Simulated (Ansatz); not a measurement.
# Hf2SnTe6: the cost of one run

Computed with Ansatz 0.2.0 (DFT PBE, scalar-relativistic, plane waves, PAW, unless a step's input says otherwise).

## 1. The starting structure

It takes space group P-31m (No. 162, trigonal). The conventional cell has a = 7.067 Å, b = 7.067 Å, c = 6.938 Å, α = 90.00°, β = 90.00°, γ = 120.00°. Hf (site symmetry 32) is surrounded by 6 Te at 2.90 Å. Sn (site symmetry -3m) is surrounded by 6 Te at 3.06 Å. Te (site symmetry m) has 2 Hf at 2.90 Å and 1 Sn at 3.06 Å in its first shell of neighbours.

As a file:

```cif
data_structure
_symmetry_space_group_name_H-M 'P 1'
_symmetry_Int_Tables_number 1
_cell_length_a 7.0673
_cell_length_b 7.0673
_cell_length_c 6.9377
_cell_angle_alpha 90.000
_cell_angle_beta 90.000
_cell_angle_gamma 120.000
_cell_volume 300.09
loop_
_atom_site_label
_atom_site_type_symbol
_atom_site_fract_x
_atom_site_fract_y
_atom_site_fract_z
_atom_site_occupancy
Hf1 Hf 0.66667 0.33333 0.00000 1
Hf2 Hf 0.33333 0.66667 0.00000 1
Sn1 Sn 0.00000 0.00000 0.00000 1
Te1 Te 0.64743 0.64743 0.25557 1
Te2 Te 0.35257 0.00000 0.25557 1
Te3 Te 0.00000 0.35257 0.25557 1
Te4 Te 0.00000 0.64743 0.74443 1
Te5 Te 0.64743 0.00000 0.74443 1
Te6 Te 0.35257 0.35257 0.74443 1
```

The start is the relaxed end of an invented cell (made as: elements ordered on the sites of the HfTe2 type, Sn/Hf on Hf (P-31m, No. 162)), taken up again for a closer look.

## 2. A first look at the guess

input.yaml

```yaml
crystal:
  lattice:
    - [7.0673309, 0.0, 0.0]
    - [-3.5336655, 6.1204881, 0.0]
    - [0.0, 0.0, 6.9377211]
  atoms:
    - { symbol: Hf, position: [0.6666667, 0.3333333, 0.0] }
    - { symbol: Hf, position: [0.3333333, 0.6666667, 0.0] }
    - { symbol: Sn, position: [0.0, 0.0, 0.0] }
    - { symbol: Te, position: [0.647434, 0.647434, 0.255566] }
    - { symbol: Te, position: [0.352566, 0.0, 0.255566] }
    - { symbol: Te, position: [0.0, 0.352566, 0.255566] }
    - { symbol: Te, position: [0.0, 0.647434, 0.744434] }
    - { symbol: Te, position: [0.647434, 0.0, 0.744434] }
    - { symbol: Te, position: [0.352566, 0.352566, 0.744434] }
basis:
  ecutwfc: 420
kpoints:
  mp_grid: { grid: [3, 3, 4] }
hamiltonian:
  xc: pbe
scf:
  occupations: { method: gaussian, width: 0.1 }
  lower_state_search: "off"
output:
  forces: true
  stress: true
  eigenvalues: true
```

On the command line:

```bash
$ ansatz run input.yaml --threads 4 --pin off --max-ram 8192MiB --backend cpu --events-out ev --progress --plain --runs-dir out
```

**Question.** How long does this run take on 4 threads of Intel Xeon 6975P-C (Granite Rapids), shared host, and how much memory does it need?

About 2.1 s, with a peak of 1.1 GiB.
